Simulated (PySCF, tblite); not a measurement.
**C₃H₆FSi₂ radical: geometry, infrared bands and EPR parameters**

What infrared bands and EPR parameters should C₃H₆FSi₂ radical (`C#C[SiH][C@@H](F)[SiH3]`) show?

The runs use tblite 0.8.0 and PySCF 2.14.0, with density-fitted response routines of our own; the level of theory stands in each step. All values are computed, except where a source is named. Atoms count from 0, in the outputs and in this text.

### Step 1. The starting structure

12 atoms, charge 0, multiplicity 2; geometry from: force field or distance geometry start.

Bonds of the start (Å): C0–C1 1.19, C1–Si2 1.88, Si2–C3 1.85, C3–F4 1.38, C3–Si5 1.84, C0–H6 1.07, Si2–H7 1.48, C3–H8 1.08, Si5–H9 1.48, Si5–H10 1.49, Si5–H11 1.49.

### Step 2. Relaxing the molecule with GFN2-xTB

What the job is given:

```
{"job": {"kind": "relax", "xc": "GFN2-xTB", "basis": "xTB"}, "charge": 0, "multiplicity": 2}
C      1.968200     1.667200    -1.713200
C      1.658000     0.773300    -0.986500
Si     1.206700    -0.639000     0.173700
C     -0.585400    -1.075900     0.123500
F     -0.759000    -2.276600     0.784700
Si    -1.497900     0.232100     1.039400
H      2.227500     2.471900    -2.370100
H      2.065400    -1.804200    -0.129400
H     -0.952100    -1.214600    -0.886900
H     -1.408600     1.544200     0.353600
H     -2.943200    -0.093500     1.143300
H     -0.978400     0.414300     2.427200
```

Launch:

```bash
$ OMP_NUM_THREADS=1 python probes_run.py task.json out
```

One launch serves the whole session: the jobs run in the order shown.

What it wrote:

```text
step      E/eV     max force
  0    -476.42037    2.725
  1    -476.49452    4.759
  2    -476.63126    0.840
  3    -476.64508    0.310
  4    -476.65532    0.307
  5    -476.66436    0.348
  6    -476.67204    0.262
  7    -476.67587    0.185
  8    -476.67824    0.181
  9    -476.68096    0.173
 10    -476.68373    0.185
 11    -476.68554    0.122
 12    -476.68646    0.081
 13    -476.68709    0.073
 14    -476.68790    0.108
 15    -476.68889    0.120
 16    -476.68981    0.091
 17    -476.69041    0.068
 18    -476.69079    0.058
 19    -476.69102    0.039
 20    -476.69118    0.039
 21    -476.69133    0.038
 22    -476.69152    0.052
 23    -476.69174    0.049
 24    -476.69196    0.040
 25    -476.69214    0.041
 26    -476.69232    0.044
 27    -476.69250    0.043
 28    -476.69264    0.029
 29    -476.69272    0.020
 30    -476.69275    0.016
 31    -476.69279    0.019
 32    -476.69284    0.024
 33    -476.69289    0.019
 34    -476.69294    0.019
 35    -476.69298    0.022
 36    -476.69303    0.018
 37    -476.69306    0.015
 38    -476.69308    0.013
 39    -476.69310    0.017
 40    -476.69314    0.021
 41    -476.69318    0.024
 42    -476.69322    0.017
 43    -476.69324    0.010
 44    -476.69325    0.011
 45    -476.69328    0.020
 46    -476.69332    0.025
 47    -476.69336    0.021
 48    -476.69339    0.011
 49    -476.69340    0.010
```

Run time: 0.21 s. Hardware: 1 thread of Arm Neoverse V2, shared host.

Step by step: (not every step is listed)

```csv
step,energy from step 0 (eV),largest force (eV/Å)
0,0.0000,2.7253
1,-0.0742,4.7592
2,-0.2109,0.8399
3,-0.2247,0.3104
4,-0.2350,0.3066
5,-0.2440,0.3481
6,-0.2517,0.2617
7,-0.2555,0.1851
8,-0.2579,0.1807
11,-0.2652,0.1220
14,-0.2675,0.1083
17,-0.2700,0.0682
20,-0.2708,0.0388
23,-0.2714,0.0486
26,-0.2720,0.0437
29,-0.2724,0.0196
32,-0.2725,0.0239
35,-0.2726,0.0217
38,-0.2727,0.0128
41,-0.2728,0.0240
44,-0.2729,0.0111
45,-0.2729,0.0197
46,-0.2730,0.0247
47,-0.2730,0.0212
48,-0.2730,0.0107
49,-0.2730,0.0098
```

Close pairs (by a distance rule), those that changed most:

```csv
bond,before (Å),after (Å),change (Å)
C3–Si5,1.839,1.917,+0.078
Si2–C3,1.845,1.920,+0.075
C1–Si2,1.883,1.828,-0.055
Si5–H11,1.493,1.463,-0.030
Si5–H10,1.485,1.463,-0.022
Si5–H9,1.483,1.461,-0.022
C3–F4,1.382,1.402,+0.021
Si2–H7,1.479,1.459,-0.020
```

The next job starts from the end point, and lists it.

### Step 3. Vibrational analysis with GFN2-xTB

What the job is given:

```
{"job": {"kind": "ir", "xc": "GFN2-xTB", "basis": "xTB"}, "charge": 0, "multiplicity": 2}
C      1.954497     1.672200    -1.708916
C      1.671456     0.697166    -1.055367
Si     1.338318    -0.686096     0.091597
C     -0.550574    -1.022158     0.168625
F     -0.730626    -2.253412     0.815389
Si    -1.588587     0.305772     1.081872
H      2.181197     2.503141    -2.312714
H      2.114462    -1.894803    -0.164437
H     -0.931289    -1.181920    -0.847644
H     -1.409346     1.553153     0.341700
H     -2.993598    -0.100421     1.109402
H     -1.054711     0.406692     2.439891
```

What it wrote:

```text
mode    cm-1     km/mol
  1      27.3      1.64
  2      73.0      1.32
  3     116.7      0.51
  4     146.3      0.52
  5     209.6      5.89
  6     241.6      4.50
  7     255.3     13.17
  8     287.7      8.69
  9     416.3     22.72
 10     497.1     18.23
 11     536.2     29.93
 12     568.4    119.63
 13     614.8     29.01
 14     641.0     79.08
 15     680.2     54.05
 16     726.2     61.44
 17     759.7    220.88
 18     780.3    212.56
 19     786.2    349.60
 20     815.1     51.59
 21     979.1     35.31
 22    1058.7     15.68
 23    1248.0     15.19
 24    2140.1     16.39
 25    2273.8    424.79
 26    2275.7    132.97
 27    2284.4    129.62
 28    2290.8    487.99
 29    2874.2     36.07
 30    3354.1      3.72
```

It took 0.27 s on 1 thread of Arm Neoverse V2, shared host.

The strongest bands and the atoms that carry them (share of the mass-weighted mode):

```csv
cm⁻¹,km/mol,atoms
568,119.6,"H7 52 %, H9 17 %"
760,220.9,"H9 56 %, H11 28 %, H10 10 %"
780,212.6,"H10 38 %, H9 29 %, H11 24 %"
786,349.6,"H10 39 %, H11 38 %, H9 11 %"
2274,424.8,"H10 64 %, H11 31 %"
2276,133.0,"H11 62 %, H10 33 %"
2284,129.6,"H9 57 %, H7 37 %"
2291,488.0,"H7 59 %, H9 36 %"
```

### Step 4. EPR parameters: B3LYP/pcH-1

Same as in step 3 but for these lines:

```diff
@@ -1,2 +1,2 @@
-{"job": {"kind": "ir", "xc": "GFN2-xTB", "basis": "xTB"}, "charge": 0, "multiplicity": 2}
+{"job": {"kind": "epr", "basis": "pcH-1"}, "charge": 0, "multiplicity": 2}
 C      1.954497     1.672200    -1.708916
```

Level: UKS B3LYP, pcH-1 on C F H Si, non-relativistic, mean-field spin-orbit, GIAO.

What it wrote:

```text
UKS, coarse grid
  cycle   1  E = -796.59394775  |g| = 4.34e-01
  cycle   2  E = -796.53261124  |g| = 6.01e-01
  cycle   3  E = -796.66540296  |g| = 6.95e-02
  cycle   4  E = -796.66630353  |g| = 4.46e-02
  cycle   5  E = -796.66711059  |g| = 1.70e-02
  cycle   6  E = -796.66723410  |g| = 6.97e-03
  cycle   7  E = -796.66726413  |g| = 9.70e-04
  cycle   8  E = -796.66726484  |g| = 4.00e-04
UKS, final grid
  cycle   1  E = -796.66727749  |g| = 3.30e-04
  cycle   2  E = -796.66727755  |g| = 3.84e-04
  cycle   3  E = -796.66727763  |g| = 1.47e-04
  cycle   4  E = -796.66727765  |g| = 1.02e-04
  cycle   5  E = -796.66727767  |g| = 7.64e-05
  cycle   6  E = -796.66727768  |g| = 1.20e-05
E = -796.66727768 Eh   <S^2> = 0.7547 (exact 0.7500)
g shifts (ppm)      1          2          3
  rmc          -137       -137       -137
  gc             12         50         42
  oz_so         -71        821       1655
  total        -196        734       1560
hyperfine (MHz)  atom isotope    a_iso     a_fc   dipolar eigenvalues
    0   13C      16.06      16.13    -14.81    -12.23     27.05
    1   13C       8.41       8.39     -9.65     -0.48     10.13
    2  29Si    -485.03    -486.08   -165.43     82.04     83.39
    3   13C      22.88      22.84     -4.37     -3.99      8.35
    4   19F      -1.55      -1.56     -2.41     -1.50      3.91
    5  29Si     -13.34     -13.35     -1.44      0.50      0.94
    6    1H     -13.81     -13.81     -7.21     -0.94      8.15
    7    1H      57.01      57.00     -9.06      1.07      7.99
    8    1H      54.15      54.14     -3.92      0.28      3.64
    9    1H       0.17       0.17     -1.36     -1.23      2.59
   10    1H       0.45       0.45     -0.84     -0.69      1.53
   11    1H       0.08       0.09     -2.10     -1.52      3.63
```

Wall time 41 s (1 thread of Arm Neoverse V2, shared host); peak memory 0.78 GiB.

Principal g values 2.00212, 2.00305, 2.00388; g(iso) = 2.00302, against 2.00232 for a free electron.

Mean a(iso) over the nuclei that a row names, and the largest dipolar term of the row (other rows stand at the frozen geometry):

```
      nuclei  isotope  a(iso) (MHz)  a(iso) (G, at g = 2.0023)  largest dipolar term (MHz)
         Si2     29Si        -485.0                     -173.1                      -165.4
          H7       1H          57.0                       20.3                        -9.1
          H8       1H          54.1                       19.3                        -3.9
          C3      13C          22.9                        8.2                         8.4
          C0      13C          16.1                        5.7                        27.0
          H6       1H         -13.8                       -4.9                         8.1
         Si5     29Si         -13.3                       -4.8                        -1.4
          C1      13C           8.4                        3.0                        10.1
          F4      19F          -1.5                       -0.6                         3.9
H9, H10, H11       1H           0.2                        0.1                         3.6
```

Mulliken spin populations:

| atom | value (e) |
| --- | --- |
| C0 | 0.19 |
| C1 | -0.11 |
| Si2 | 0.90 |
| C3 | 0.00 |
| F4 | 0.00 |
| Si5 | 0.00 |
| H6 | -0.01 |
| H7 | 0.01 |
| H8 | 0.02 |
| H9 | 0.00 |
| H10 | 0.00 |
| H11 | 0.00 |

In first order the couplings over 0.8 MHz of 1H, 19F give 16 distinct lines over 45.1 G, if the averaged nuclei exchange fast.

Orbitals, density, ELF and potential are computed afterwards from the orbital file.

ELF in a plane through or near 6 of the atoms.

Ten even steps from ' ' (0.00) to '@' (1.00):
```
                                                        
                                                        
                                                        
                            --++--                      
                          ##@@@@@@++                    
        ++%%**::....      @@@@@@@@%%::::--==..          
      ==@@@@@@**====..    %%@@@@@@%%--##%%%%++          
      **@@@@@@##****++..  ..@@@@++..::@@@@@@%%::        
      ..##@@**%%--%%**==    ::--..##..%%@@@@##::        
        ::==****%%::++**::  --%%%%--::++****--          
        ..==##%%##::##%%--==**##@@%%::    ..            
          ::++****##@@==..++@@--::--....                
            ..::::--==..  ::%%==**##%%**::              
                  ..##%%##==....####%%**::              
                  --@@@@@@##  ..**%%**--                
                ..##@@@@@@@@    ..::..                  
                  ==@@@@@@##                            
                    ..::::..                            
                                                        
                                                        
```
The map spans 12.8 Å across and 10.4 Å up, centred on the molecule. Atoms in the plane (x, y in Å): C0 (-3.0, 0.7), C1 (-2.1, 0.0), F4 (1.8, -1.8), Si5 (1.7, 0.9), H6 (-3.8, 1.4), H9 (0.7, 2.0).

log10 of the density (e/Å³) in the same plane.

Ten even steps from '0' (-4.0) to '9' (1.9):
```
0000000000000000000000000000
0000000000000000000000000000
0000000000000011110000000000
0000000000001222221110000000
0000122221112344433222100000
0002334333223456554433210000
0013455544333467665544321000
0023567665443456676665321000
0023467976554455697665321000
0012456777655456665554321000
0012345678765566765443210000
0001234556666677765432100000
0000123445566666777542000000
0000012234566555787642000000
0000001234566544666532000000
0000000123455433444320000000
0000000122344322121100000000
0000000011222210000000000000
0000000000111100000000000000
0000000000000000000000000000
```
The map spans 12.8 Å across and 10.4 Å up, centred on the molecule. Atoms in the plane (x, y in Å): C0 (-3.0, 0.7), C1 (-2.1, 0.0), F4 (1.8, -1.8), Si5 (1.7, 0.9), H6 (-3.8, 1.4), H9 (0.7, 2.0).

On the surface of density 0.002 e/bohr³ the electrostatic potential runs, from the 1st to the 99th percentile, from -0.96 V near F4 to 1.57 V near H6.

The spin density lies nearest to Si2 61 %; C0 12 %; H7 10 %; C1 7 % (both signs).

### Step 5. What came out

| quantity | value |
| --- | --- |
| strongest single infrared mode (GFN2-xTB) | 2291 cm⁻¹, 488 km/mol |
| zero-point energy (GFN2-xTB) | 42.8 kcal/mol |
| g(iso) (B3LYP) | 2.00302 |
| ⟨S²⟩ | 0.755 (exact 0.75) |
| largest a(iso) (averaged by class) | 29Si on Si2, -485.0 MHz |
| surface potential, 1st and 99th percentile | -0.96 V and 1.57 V |

Relaxing lowered the energy by 0.273 eV in 49 steps; the close pair that moved most is C3–Si5, from 1.839 to 1.917 Å. All 30 modes are real, so the xTB geometry is a minimum. The strongest single mode, at 2291 cm⁻¹, moves mainly H7 and H9. GFN2-xTB is a fitted tight-binding method: band positions and strengths are rough. Its intensities can rank the bands wrongly. Most of the unpaired spin sits on Si2 (0.90 e). The isotropic g lies 0.7 ppt above the free-electron value.
